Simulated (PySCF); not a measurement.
Crystal: SAlClBrH, in a box.

```
S Al Cl Br H
1.0
    12.00000    0.00000    0.00000
     0.00000   13.00000    0.00000
     0.00000    0.00000   12.00000
S Al Cl Br H
1 1 1 1 1
Direct
  0.48789 0.62073 0.53719
  0.49831 0.45611 0.51605
  0.60545 0.37357 0.61850
  0.39672 0.37438 0.38716
  0.41222 0.62966 0.45503
```

Base run:

* Program: PySCF 2.14.0
* Functional: HSE06
* Dispersion: D4
* Potentials or basis: 6-31g* (all-electron)
* k mesh: 1 × 1 × 1
* Occupations: fixed
* Spin: no spin polarisation

Its results: gap between the frontier levels 6.21 eV.

Question: After a change of settings the same cell gave: gap between the frontier levels 7.44 eV. Which change was it?
A. functional from HSE06 to HCTH407; dispersion from D4 to none
B. functional from HSE06 to PBE; dispersion from D4 to none
C. functional from HSE06 to r2SCAN
D. functional from HSE06 to r2SCAN0; dispersion from D4 to D3(BJ)

Answer: D.

Caveats: this is a molecule in a periodic box at the Γ point, so its band gap is the HOMO-LUMO gap; relativity is left out, which matters for the heavier elements; the basis of atomic orbitals isn't converged, which shifts pressures, moduli and gaps; this program's HSE differs a little from the usual definition (some runs).

Not every run made on this cell is shown here.
